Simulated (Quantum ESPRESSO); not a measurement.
# Al3Au (I4/mmm) in Quantum ESPRESSO: further runs, part 2 of 2

Quantum ESPRESSO 7.5. Earlier steps stand in the parts before.

### 3 Single point, LDA, 15.64 Å³/atom

Input file pw.in:

```
&CONTROL
  calculation = 'scf'
  prefix = 'pwscf'
  outdir = './tmp'
  pseudo_dir = './pseudo'
  tprnfor = .true.
  tstress = .true.
  disk_io = 'nowf'
/
&SYSTEM
  ibrav = 0
  nat = 4
  ntyp = 2
  ecutwfc = 45
  ecutrho = 360
  nbnd = 16
  occupations = 'smearing'
  smearing = 'fd'
  degauss = 0.00367493
/
&ELECTRONS
  conv_thr = 8d-10
  electron_maxstep = 120
  mixing_beta = 0.5
/
ATOMIC_SPECIES
Au   196.9666 au_lda_v1.uspp.F.UPF
Al    26.9815 al_lda_v1.uspp.F.UPF
CELL_PARAMETERS angstrom
  -1.9839880723    1.9839880723    3.9737890086
   1.9839880723   -1.9839880723    3.9737890086
   1.9839880723    1.9839880723   -3.9737890086
ATOMIC_POSITIONS crystal
Au     0.0000000000    0.0000000000    0.0000000000
Al     0.5000000000    0.5000000000    0.0000000000
Al     0.2500000000    0.7500000000    0.5000000000
Al     0.7500000000    0.2500000000    0.5000000000
K_POINTS automatic
9 9 9 0 0 0
```

Potentials or basis: GBRV 1.5 LDA.

Command:

```console
$ OMP_NUM_THREADS=1 mpirun -n 2 pw.x -nk 2 -in pw.in > pw.out
```

pw.out:

```text
This program is part of the open-source Quantum ESPRESSO suite
     for quantum simulation of materials; please cite
[... 6 lines left out ...]
     using ibrav=0 with symmetry is DISCOURAGED, use correct ibrav instead

     K-points division:     npool     =       2
     Subspace diagonalization in iterative solution of the eigenvalue problem:
     a serial algorithm will be used

     G-vector sticks info
     --------------------
     sticks:   dense  smooth     PW     G-vecs:    dense   smooth      PW
     Sum        2281    1143    345                48601    17125    2977

     Using Slab Decomposition

     bravais-lattice index     =            0
     lattice parameter (alat)  =       9.1926  a.u.
     unit-cell volume          =     422.2207 (a.u.)^3
     number of atoms/cell      =            4
     number of atomic types    =            2
     number of electrons       =        20.00
     number of Kohn-Sham states=           16
     kinetic-energy cutoff     =      45.0000  Ry
     charge density cutoff     =     360.0000  Ry
     scf convergence threshold =      8.0E-10
     mixing beta               =       0.5000
     number of iterations used =            8  plain     mixing
     Exchange-correlation= SLA  PZ   NOGX NOGC
                           (   1   1   0   0   0   0   0)

     celldm(1)=   9.192584  celldm(2)=   0.000000  celldm(3)=   0.000000
     celldm(4)=   0.000000  celldm(5)=   0.000000  celldm(6)=   0.000000

     crystal axes: (cart. coord. in units of alat)
               a(1) = (  -0.407850   0.407850   0.816895 )
               a(2) = (   0.407850  -0.407850   0.816895 )
               a(3) = (   0.407850   0.407850  -0.816895 )

     reciprocal axes: (cart. coord. in units 2 pi/alat)
               b(1) = ( -0.000000  1.225941  0.612074 )
               b(2) = (  1.225941 -0.000000  0.612074 )
               b(3) = (  1.225941  1.225941  0.000000 )

     PseudoPot. # 1 for Au read from file:
     au_lda_v1.uspp.F.UPF
     Pseudo is Ultrasoft + core correction, Zval = 11.0
     Generated by new atomic code, or converted to UPF format
     Using radial grid of  985 points,  7 beta functions with:
                l(1) =   0
                l(2) =   0
                l(3) =   1
[... 26 lines left out ...]

     site n.     atom                  positions (alat units)
         1        Au     tau(   1) = (   0.0000000   0.0000000   0.0000000  )
         2        Al     tau(   2) = (   0.0000000   0.0000000   0.8168947  )
         3        Al     tau(   3) = (   0.4078499   0.0000000   0.4084474  )
         4        Al     tau(   4) = (   0.0000000   0.4078499   0.4084474  )

     number of k points=    75  Fermi-Dirac smearing, width (Ry)=  0.0037
                       cart. coord. in units 2pi/alat
        k(    1) = (   0.0000000   0.0000000   0.0000000), wk =   0.0027435
        k(    2) = (   0.1362157   0.1362157   0.0000000), wk =   0.0109739
        k(    3) = (   0.2724314   0.2724314   0.0000000), wk =   0.0109739
        k(    4) = (   0.4086471   0.4086471   0.0000000), wk =   0.0109739
        k(    5) = (   0.5448628   0.5448628   0.0000000), wk =   0.0109739
        k(    6) = (   0.1362157  -0.0000000   0.0680082), wk =   0.0219479
[... 67 lines left out ...]
        k(   74) = (   0.0000000   0.0000000   0.5440658), wk =   0.0054870
        k(   75) = (  -0.0000000   1.0897256   0.0000000), wk =   0.0109739

     Dense  grid:    48601 G-vectors     FFT dimensions: (  60,  60,  60)

     Smooth grid:    17125 G-vectors     FFT dimensions: (  40,  40,  40)

     Initial potential from superposition of free atoms

     starting charge      19.9933, renormalised to      20.0000
     Starting wfcs are   21 randomized atomic wfcs

     Self-consistent Calculation

     iteration #  1     ecut=    45.00 Ry     beta= 0.50
     Davidson diagonalization with overlap
     ethr =  1.00E-02,  avg # of iterations =  3.7

     total energy              =    -134.66155141 Ry
     estimated scf accuracy    <       0.50565680 Ry
[... 64 lines left out ...]
     iteration # 11     ecut=    45.00 Ry     beta= 0.50
     Davidson diagonalization with overlap
     ethr =  5.77E-11,  avg # of iterations =  2.0

     End of self-consistent calculation

          k = 0.0000 0.0000 0.0000 (  2109 PWs)   bands (ev):

    -0.8497   4.4522   4.5391   4.7536   4.7536   5.3054   8.1031  10.8488
    10.8488  11.3621  11.6911  11.7457  11.7871  11.7871  13.3391  14.5294
[... 313 lines left out ...]
     1.9286   2.7823   4.1838   4.3217   5.0565   5.1550   5.6201   6.9366
     7.1004  12.5419  14.3487  14.3891  14.6573  14.6943  15.0880  16.0004

          k =-0.0000 0.5449 0.0000 (  2142 PWs)   bands (ev):

     1.0720   3.2886   4.0163   4.8118   5.0598   5.2437   6.0117   6.5831
    10.5422  11.8196  12.3061  12.6506  12.6508  13.8572  14.1458  15.4914

          k = 0.1362 0.6811 0.0000 (  2147 PWs)   bands (ev):
[... 41 lines left out ...]
     1.0512   2.0807   4.2149   5.2205   5.2205   5.2885   5.3617   8.2485
     8.2485  10.5561  12.0887  16.0550  16.2415  16.2415  17.2299  17.8660

          k =-0.0000 1.0897 0.0000 (  2152 PWs)   bands (ev):

     1.5269   1.7845   4.1897   5.1838   5.2385   5.2674   5.2752   7.4383
     8.4035  11.0955  12.6388  15.5055  16.1831  16.3623  16.8163  16.9421

     the Fermi energy is    10.8984 ev

!    total energy              =    -134.89210776 Ry
     estimated scf accuracy    <          6.7E-11 Ry
     smearing contrib. (-TS)   =      -0.00076591 Ry
     internal energy E=F+TS    =    -134.89134185 Ry

     The total energy is F=E-TS. E is the sum of the following terms:
     one-electron contribution =      -2.12314379 Ry
     hartree contribution      =      17.92876237 Ry
     xc contribution           =     -74.90276460 Ry
     ewald contribution        =     -75.79419583 Ry

     convergence has been achieved in  11 iterations

     Forces acting on atoms (cartesian axes, Ry/au):

     atom    1 type  1   force =     0.00000000    0.00000000    0.00000000
     atom    2 type  2   force =     0.00000000    0.00000000    0.00000000
     atom    3 type  2   force =     0.00000000   -0.00000000    0.00000000
     atom    4 type  2   force =     0.00000000    0.00000000   -0.00000000

     Total force =     0.000000     Total SCF correction =     0.000000

     Computing stress (Cartesian axis) and pressure

          total   stress  (Ry/bohr**3)                   (kbar)     P=       10.20
   0.00008382  -0.00000000  -0.00000000           12.33       -0.00       -0.00
  -0.00000000   0.00008382  -0.00000000           -0.00       12.33       -0.00
  -0.00000000  -0.00000000   0.00004035           -0.00       -0.00        5.94

=------------------------------------------------------------------------------=
   JOB DONE.
=------------------------------------------------------------------------------=
```

Wall time 42 s (2 MPI ranks of Arm Neoverse V1, shared host); peak memory 0.48 GiB.

Results:

```yaml
Free_energy: -1835.3006 eV
Pressure: 1.0 GPa
Band_gap_on_the_k_mesh: none (metal or under the smearing width)
```

### 4 Single point, LDA, 15.97 Å³/atom

pw.in: that of step 3 with these lines changed.

```diff
@@ -29,5 +29,5 @@
 CELL_PARAMETERS angstrom
-  -1.9839880723    1.9839880723    3.9737890086
-   1.9839880723   -1.9839880723    3.9737890086
-   1.9839880723    1.9839880723   -3.9737890086
+  -1.9979602797    1.9979602797    4.0017743603
+   1.9979602797   -1.9979602797    4.0017743603
+   1.9979602797    1.9979602797   -4.0017743603
 ATOMIC_POSITIONS crystal
```

Command:

```console
$ OMP_NUM_THREADS=1 mpirun -n 2 pw.x -nk 2 -in pw.in > pw.out
```

Wall time 43 s (2 MPI ranks of Arm Neoverse V1, shared host); peak memory 0.48 GiB.

Results (log left out):

| Property | Result |
| --- | --- |
| Free energy | -1835.2998 eV |
| Pressure | -1.3 GPa |
| Band gap on the k mesh | none (metal or under the smearing width) |

### 5 Single point, LDA, 16.31 Å³/atom

pw.in: that of step 4 with these lines changed.

```diff
@@ -29,5 +29,5 @@
 CELL_PARAMETERS angstrom
-  -1.9979602797    1.9979602797    4.0017743603
-   1.9979602797   -1.9979602797    4.0017743603
-   1.9979602797    1.9979602797   -4.0017743603
+  -2.0117397515    2.0117397515    4.0293736763
+   2.0117397515   -2.0117397515    4.0293736763
+   2.0117397515    2.0117397515   -4.0293736763
 ATOMIC_POSITIONS crystal
```

Command:

```console
$ OMP_NUM_THREADS=1 mpirun -n 2 pw.x -nk 2 -in pw.in > pw.out
```

Wall time 43 s (2 MPI ranks of Arm Neoverse V1, shared host); peak memory 0.5 GiB.

Results (log left out):

| Property | Result |
| --- | --- |
| Free energy | -1835.2811 eV |
| Pressure | -3.3 GPa |
| Band gap on the k mesh | none (metal or under the smearing width) |

### 6 Single point, LDA, 16.64 Å³/atom

pw.in: that of step 5 with these lines changed.

```diff
@@ -29,5 +29,5 @@
 CELL_PARAMETERS angstrom
-  -2.0117397515    2.0117397515    4.0293736763
-   2.0117397515   -2.0117397515    4.0293736763
-   2.0117397515    2.0117397515   -4.0293736763
+  -2.0253330000    2.0253330000    4.0566000000
+   2.0253330000   -2.0253330000    4.0566000000
+   2.0253330000    2.0253330000   -4.0566000000
 ATOMIC_POSITIONS crystal
```

Potentials or basis: GBRV 1.5 LDA.

Command:

```console
$ OMP_NUM_THREADS=1 mpirun -n 2 pw.x -nk 2 -in pw.in > pw.out
```

It took 58 s on 2 MPI ranks of Arm Neoverse V1, shared host; peak memory 0.5 GiB.

Results (log left out):

```yaml
Free_energy: -1835.2467 eV
Pressure: -5.0 GPa
Band_gap_on_the_k_mesh: none (metal or under the smearing width)
```

### 7 Single point, LDA, 16.97 Å³/atom

pw.in: that of step 6 with these lines changed.

```diff
@@ -29,5 +29,5 @@
 CELL_PARAMETERS angstrom
-  -2.0253330000    2.0253330000    4.0566000000
-   2.0253330000   -2.0253330000    4.0566000000
-   2.0253330000    2.0253330000   -4.0566000000
+  -2.0387461922    2.0387461922    4.0834656836
+   2.0387461922   -2.0387461922    4.0834656836
+   2.0387461922    2.0387461922   -4.0834656836
 ATOMIC_POSITIONS crystal
```

Command:

```console
$ OMP_NUM_THREADS=1 mpirun -n 2 pw.x -nk 2 -in pw.in > pw.out
```

Run time: 58 s. Hardware: 2 MPI ranks of Arm Neoverse V1, shared host; peak memory 0.5 GiB.

Results (log left out):

```yaml
Free_energy: -1835.1984 eV
Pressure: -6.6 GPa
Band_gap_on_the_k_mesh: none (metal or under the smearing width)
```

### 8 Single point, LDA, 17.31 Å³/atom

pw.in: that of step 7 with these lines changed.

```diff
@@ -29,5 +29,5 @@
 CELL_PARAMETERS angstrom
-  -2.0387461922    2.0387461922    4.0834656836
-   2.0387461922   -2.0387461922    4.0834656836
-   2.0387461922    2.0387461922   -4.0834656836
+  -2.0519851748    2.0519851748    4.1099824375
+   2.0519851748   -2.0519851748    4.1099824375
+   2.0519851748    2.0519851748   -4.1099824375
 ATOMIC_POSITIONS crystal
```

Command:

```console
$ OMP_NUM_THREADS=1 mpirun -n 2 pw.x -nk 2 -in pw.in > pw.out
```

It took 59 s on 2 MPI ranks of Arm Neoverse V1, shared host; peak memory 0.52 GiB.

The run converged. Its results:

```yaml
Free_energy: -1835.1378 eV
Pressure: -8.0 GPa
Band_gap_on_the_k_mesh: none (metal or under the smearing width)
```

### 9 Single point, LDA, 17.64 Å³/atom

pw.in: that of step 8 with these lines changed.

```diff
@@ -29,5 +29,5 @@
 CELL_PARAMETERS angstrom
-  -2.0519851748    2.0519851748    4.1099824375
-   2.0519851748   -2.0519851748    4.1099824375
-   2.0519851748    2.0519851748   -4.1099824375
+  -2.0650554965    2.0650554965    4.1361613754
+   2.0650554965   -2.0650554965    4.1361613754
+   2.0650554965    2.0650554965   -4.1361613754
 ATOMIC_POSITIONS crystal
```

Potentials or basis: GBRV 1.5 LDA.

Command:

```console
$ OMP_NUM_THREADS=1 mpirun -n 2 pw.x -nk 2 -in pw.in > pw.out
```

Wall time 59 s (2 MPI ranks of Arm Neoverse V1, shared host); peak memory 0.52 GiB.

It converged, with:

* Free energy: -1835.0663 eV
* Pressure: -9.2 GPa
* Band gap on the k mesh: none (metal or under the smearing width)

### 10 Equation of state, LDA

No new run: the results of the series are fitted here.

What came out:

| Item | Value |
| --- | --- |
| Equilibrium volume | 15.79 Å³/atom |
| Bulk modulus at fixed shape and positions | 109 GPa |
| Pressure derivative of the bulk modulus | 4.8 |

Energy against volume, from the lowest point:
```tsv
volume (Å³/atom)	energy (meV/atom)
15.642	0.00
15.974	0.22
16.307	4.88
16.640	13.47
16.973	25.55
17.306	40.72
17.638	58.59
```

Caveat: the cell was scaled at fixed shape and fractional positions, which overstates the stiffness of a crystal with free parameters, most of all of layers and chains.
